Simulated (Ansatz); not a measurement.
# AlBrCl radical (SMILES [Cl][Al][Br]): a rigid scan of the bond length Al2–Br3

An exercise on one series of results from a longer session: the logs are not shown, and one member is left open.

Computed with Ansatz 0.2.0, Gaussian basis. Level: single points in def2-TZVPP.

Levels: PBE-D4, r2SCAN-D4, PBE0-D4, B3LYP-D4, wB97M-V, Hartree-Fock, MP2, CCSD, CCSD(T). The scan takes 2.039, 2.085, 2.151, 2.229, 2.315, 2.408, 2.507, 2.610, 2.719 Å.

Cores are frozen in the correlated methods. Filled d shells of the heavier atoms are correlated. Orbitals are unrestricted. B3LYP uses VWN-RPA correlation.

27 further runs of the same task are left out: 27 set aside as unsound or not needed.

### Starting geometry

SMILES `[Cl][Al][Br]`, 3 atoms, charge 0, spin multiplicity 2.

Atoms are counted from 1 here; the program's logs count them from 0.

Bond lengths: Cl1–Al2 2.209 Å, Al2–Br3 2.357 Å. Angles: Cl1–Al2–Br3 118.9°.

Geometry (Å):

```xyz
3
charge 0, multiplicity 2
Cl    0.4623    1.8453    0.4449
Al   -0.6779    0.1307   -0.3539
Br    0.2046   -2.0408   -0.1042
```

The first run:

pre/in.yaml

```yaml
crystal:
  periodic: [false, false, false]
  atoms:
    - {symbol: Cl, position_ang: [0.462300, 1.845300, 0.444900]}
    - {symbol: Al, position_ang: [-0.677900, 0.130700, -0.353900]}
    - {symbol: Br, position_ang: [0.204600, -2.040800, -0.104200]}
basis:
  gaussian: {orbitals: def2-SVP}
magnetization: {spin_polarized: true, initial_magnetization: 1}
hamiltonian: {xc: pbe, dispersion: d4}
relax: {f_tol: 0.03, max_steps: 250}
```

No record of the launch command was kept for these runs.

Steps of the session up to this table: A first relaxation in a small basis; Relaxation at PBE0-D4; The minimum at every level; Al2–Br3 = 2.039 Å; Al2–Br3 = 2.085 Å; Al2–Br3 = 2.151 Å; Al2–Br3 = 2.229 Å; Al2–Br3 = 2.315 Å; Al2–Br3 = 2.408 Å; Al2–Br3 = 2.507 Å; Al2–Br3 = 2.610 Å; Al2–Br3 = 2.719 Å.

One table of the session follows, with a row left open; its other results are not shown here.

Energies less that of the minimum at the same level (eV):

| bond length (Å) | PBE-D4 | PBE0-D4 | B3LYP-D4 | wB97M-V | Hartree-Fock |
| --- | --- | --- | --- | --- | --- |
| 2.039 | 0.492 | 0.440 | 0.482 | 0.452 | 0.478 |
| 2.085 | 0.302 | 0.261 | 0.295 | 0.270 | 0.285 |
| 2.151 | 0.122 | 0.095 | 0.117 | 0.101 | 0.106 |
| 2.229 | ? | ? | ? | ? | ? |
| 2.266 (minimum) | 0.000 | 0.000 | 0.000 | 0.000 | 0.000 |
| 2.315 | 0.002 | 0.014 | 0.004 | 0.011 | 0.013 |
| 2.408 | 0.067 | 0.102 | 0.073 | 0.095 | 0.105 |
| 2.507 | 0.199 | 0.258 | 0.208 | 0.246 | 0.271 |
| 2.610 | 0.376 | 0.460 | 0.388 | 0.445 | 0.489 |
| 2.719 | 0.587 | 0.697 | 0.599 | 0.679 | 0.746 |

**Question.** Estimate the row for bond length (Å) = 2.229.

The run gave: PBE-D4: 0.017; PBE0-D4: 0.009; B3LYP-D4: 0.016; wB97M-V: 0.011; Hartree-Fock: 0.011.
